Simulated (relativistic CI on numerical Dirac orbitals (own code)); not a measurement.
# Hg⁺: one ion under different settings

How much do the settings matter for Hg⁺? One ion, several inputs.

Method: Dirac-Coulomb-Breit CI, KLI orbitals optimised for each configuration, model QED (radiative potential, 1s self-energy scaled to tabulated hydrogen-like ionisation energies), numerical settings as typed. Code: relativistic CI on numerical Dirac orbitals (own code) version 3.

### Step 1. Starting point

- ion: Hg⁺ (Hg II)
- nuclear charge: 80
- electrons: 79
- isotope: A = 202

### Step 2. Usual settings

The run's settings:

```ini
atom Hg  Z=80  charge=1  electrons=79
nucleus A=202  rms_radius_fm=5.4648
hamiltonian dirac-coulomb  breit=on  qed=on  c_scale=1
orbitals kli  potential=per-configuration
slater_scale 1
correlation none
mixing on
grid step=0.0125 r_max=161.8
scf mixing=0.4 start=green max_iterations=150 tolerance=2e-08 node_fill=0.05
configurations
  [Xe] 4f14 5d10 6s
  [Xe] 4f14 5d10 6p
  [Xe] 4f14 5d9 6s2
  [Xe] 4f14 5d10 6d
  [Xe] 4f14 5d10 7s
end
```

Started as:

```console
python run_levels.py task.json out
```

One command runs all members of the session, one after another, from task.json.

### Step 3. Iteration limit 20

Changes to the settings of step 2:

```diff
@@ -8,3 +8,3 @@
 grid step=0.0125 r_max=161.8
-scf mixing=0.4 start=green max_iterations=150 tolerance=2e-08 node_fill=0.05
+scf mixing=0.4 start=green max_iterations=20 tolerance=2e-08 node_fill=0.05
 configurations
```

### Step 4. End of the grid 80.9

Changes to the settings of step 3:

```diff
@@ -7,4 +7,4 @@
 mixing on
-grid step=0.0125 r_max=161.8
-scf mixing=0.4 start=green max_iterations=20 tolerance=2e-08 node_fill=0.05
+grid step=0.0125 r_max=80.9
+scf mixing=0.4 start=green max_iterations=150 tolerance=2e-08 node_fill=0.05
 configurations
```

### Step 5. Speed-of-light factor 10

The run's settings:

```ini
atom Hg  Z=80  charge=1  electrons=79
nucleus A=202  rms_radius_fm=5.4648
hamiltonian dirac-coulomb  breit=on  qed=on  c_scale=10
orbitals kli  potential=per-configuration
slater_scale 1
correlation none
mixing on
grid step=0.0125 r_max=161.8
scf mixing=0.4 start=green max_iterations=150 tolerance=2e-08 node_fill=0.05
configurations
  [Xe] 4f14 5d10 6s
  [Xe] 4f14 5d10 6p
  [Xe] 4f14 5d9 6s2
  [Xe] 4f14 5d10 6d
  [Xe] 4f14 5d10 7s
end
```

### Step 6. Speed-of-light factor 0.8

Changes to the settings of step 5:

```diff
@@ -2,3 +2,3 @@
 nucleus A=202  rms_radius_fm=5.4648
-hamiltonian dirac-coulomb  breit=on  qed=on  c_scale=10
+hamiltonian dirac-coulomb  breit=on  qed=on  c_scale=0.8
 orbitals kli  potential=per-configuration
```

### Step 7. Potential mixing 2.5

The run's settings:

```ini
atom Hg  Z=80  charge=1  electrons=79
nucleus A=202  rms_radius_fm=5.4648
hamiltonian dirac-coulomb  breit=on  qed=on  c_scale=1
orbitals kli  potential=per-configuration
slater_scale 1
correlation none
mixing on
grid step=0.0125 r_max=161.8
scf mixing=2.5 start=green max_iterations=67 tolerance=2e-08 node_fill=0.05
configurations
  [Xe] 4f14 5d10 6s
  [Xe] 4f14 5d10 6p
  [Xe] 4f14 5d9 6s2
  [Xe] 4f14 5d10 6d
  [Xe] 4f14 5d10 7s
end
```

(Steps that only read results are left out.)

What does the calculation give? Wanted: lowest level, usual settings; total energy; first excitation.

As calculated:

| setting | total energy less usual (Ha) | largest shift of a level among the lowest eight of both runs, same label and place (cm⁻¹) | SCF iterations | time | lowest level | kind of change |
| --- | --- | --- | --- | --- | --- | --- |
| usual | 0 | 0 | 63 | 0.64 s | 6s 2S1/2 | - |
| iteration limit 20 | 0 | 0 | 63 | 0.64 s | 6s 2S1/2 | numerical |
| end of the grid 80.9 | 0 | 0 | 63 | 0.63 s | 6s 2S1/2 | numerical |
| speed-of-light factor 10 | 1.2e+03 | 19600 | 60 | 0.62 s | 6s 2S1/2 | unphysical constant |
| speed-of-light factor 0.8 | -945 | 32500 | 69 | 0.67 s | 6s 2S1/2 | unphysical constant |
| potential mixing 2.5 | 0 | 0 | 139 | 1.1 s | 6s 2S1/2 | extreme, harmless here |

```
                    quantity           value
lowest level, usual settings        6s 2S1/2
                total energy  -19610.3221 Ha
            first excitation      38906 cm⁻¹
```

What this shows: Among the runs whose levels can be followed, they move most under «speed-of-light factor 0.8» (unphysical constant), by up to 32500 cm⁻¹. No visible change in the result comes from «iteration limit 20» or «end of the grid 80.9» or «potential mixing 2.5». «Potential mixing 2.5» costs 139 SCF iterations against 63. Only the listed configurations are in the model. In a near-neutral ion this small CI can misplace whole configurations by 10,000 cm⁻¹ or more, above all where the count of f electrons changes.
